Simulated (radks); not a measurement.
# Valence configurations of Lu⁺

The task here is to estimate one member of a computed series from the others.

The numbers are computed with radks (a radial shooting solver on a logarithmic mesh, Libxc functionals) version 1 (scalar-relativistic Kohn-Sham, r2SCAN, spin-polarised, spherical densities, finite nucleus; open shells are filled with parallel spins first), except any that are marked as measured or tabulated.

### The system

```
element            : lutetium (Z = 71)
charge             : +1
electrons          : 70
configuration      : [Xe] 4f14 6s2
nuclear rms radius : 5.37 fm
others tried       : 4f13.5 6s2 6p0.5; 4f14 5d2; 4f12 5d2 6s2; 4f13 5d1 6s2; 4f14 5d1 6s1; 4f13.5 5d1 6s1 6p0.5; 4f13 5d1 6s1.5 6p0.5; 4f14 5d1 6p1; 4f12 6s2 6p2
```

Outer shells as boxes (Hund's rule):

Lu⁺
```
[Xe] core
4f [↑↓][↑↓][↑↓][↑↓][↑↓][↑↓][↑↓]
6s [↑↓]
```

Set-up of the first run:

Settings of this run:

```text
Z 71
configuration [Xe] 4f14 6s2
relativity scalar-relativistic
functional r2scan,r2scan
spin polarised
nucleus finite rms 5.37 fm
c 137.035999084
```

Steps of the session up to this table: [Xe] 4f14 6s2.

One table of the session follows, with a row left open; its other results are not shown here.

It belongs to the step «[Xe] 4f14 6s2». Radial moments (bohr):

```
level     <r>  outermost maximum (interpolated)  90 % within  nodes
   3d  0.1925                             0.158        0.299      0
   4s  0.4782                             0.446        0.686      3
   4p       ?                                 ?            ?      ?
   4d  0.5478                             0.481        0.823      1
   5s   1.171                              1.04         1.69      4
   5p   1.380                              1.19         2.03      3
   4f  0.7192                             0.470         1.24      0
   6s   3.301                              2.90         4.78      5
```

Q: Estimate the row for 4p from the others.

The run gave: <r>: 0.5078; outermost maximum (interpolated): 0.467; 90 % within: 0.738; nodes: 2. In the column «<r>» it lies between 4s (0.4782) and 4d (0.5478).
